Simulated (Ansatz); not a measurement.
**Si3Ge2Pt: from a guess to a relaxed structure**

The task: take a trial cell of Si3Ge2Pt to zero force and stress.

Method: DFT PBE, scalar-relativistic, plane waves, PAW, in Ansatz 0.2.0.

### Step 1. The structure to begin with

The structure is orthorhombic, space group Cmmm (No. 65). Conventional cell: a = 4.652 Å, b = 7.006 Å, c = 6.823 Å, α = 90.00°, β = 90.00°, γ = 90.00°. Around Si (site symmetry m2m) lie 1 Si at 1.36 Å. Si (site symmetry mmm) has 2 Si at 1.36 Å as nearest neighbours. Around Ge (site symmetry 2mm) lie 1 Ge at 1.54 Å. Pt (site symmetry mmm) is surrounded by 8 Si at 2.15 to 2.69 Å.

As a file:

```cif
data_structure
_symmetry_space_group_name_H-M 'Cmmm'
_symmetry_Int_Tables_number 65
_cell_length_a 4.6515
_cell_length_b 7.0057
_cell_length_c 6.8226
_cell_angle_alpha 90.000
_cell_angle_beta 90.000
_cell_angle_gamma 90.000
_cell_volume 222.33
loop_
_atom_site_label
_atom_site_type_symbol
_atom_site_symmetry_multiplicity
_atom_site_Wyckoff_symbol
_atom_site_fract_x
_atom_site_fract_y
_atom_site_fract_z
_atom_site_occupancy
Si1 Si 4 i 0.50000 0.69375 0.00000 1
Si2 Si 2 a 0.00000 0.00000 0.00000 1
Ge1 Ge 4 h 0.83412 0.00000 0.50000 1
Pt1 Pt 2 b 0.50000 0.00000 0.00000 1
```

Recipe of the guess: random cell by space group and Wyckoff sites (Cmmm, No. 65). Lengths come from tabulated atomic sizes and are only a guess.

### Step 2. The guess as it stands, on a coarse mesh

The input, input.yaml:

```yaml
crystal:
  lattice:
    - [2.32575925, -3.50284967, 0.0]
    - [2.32575925, 3.50284967, 0.0]
    - [0.0, 0.0, 6.82259435]
  atoms:
    - { symbol: Si, position: [0.80624964, 0.19375036, 0.0] }
    - { symbol: Si, position: [0.19375036, 0.80624964, 0.0] }
    - { symbol: Si, position: [0.0, 0.0, 0.0] }
    - { symbol: Ge, position: [0.83411508, 0.83411508, 0.5] }
    - { symbol: Ge, position: [0.16588492, 0.16588492, 0.5] }
    - { symbol: Pt, position: [0.5, 0.5, 0.0] }
basis:
  ecutwfc: 420
kpoints:
  mp_grid: { grid: [4, 4, 4] }
hamiltonian:
  xc: pbe
scf:
  occupations: { method: gaussian, width: 0.1 }
  lower_state_search: "off"
output:
  forces: true
  stress: true
  eigenvalues: true
```

On the command line:

```bash
ansatz run input.yaml --threads 1 --pin off --max-ram 2560MiB --backend cpu --events-out ev --progress --plain --runs-dir out
```

Further runs follow: a loose first relaxation; relaxation on the finer mesh.

What does the calculation give? Wanted: conventional cell; volume; energy over the elements; gap on the mesh.

**Answer**, as computed:

| quantity | value |
| --- | --- |
| symmetry at the end (tolerance 0.05 Å) | space group Cmmm (No. 65) |
| conventional cell | a = 5.417 Å, b = 9.699 Å, c = 4.655 Å, α = 90.00°, β = 90.00°, γ = 90.00° |
| volume | 20.38 Å³/atom |
| energy over the elements | +0.43 eV/atom |
| gap on the mesh | none (metal) |

What this shows: The space group Cmmm (No. 65) is kept, and the volume per atom grows by 10.0 % from the first guess. With a positive formation energy it can't be a ground state. No finished test with a distortion of lower symmetry is shown, so the end may be a saddle point. The runs treat Pt without spin-orbit coupling. Where forces pass 15 eV/Å atoms stand far too close, the PAW spheres overlap strongly and those numbers are rough.
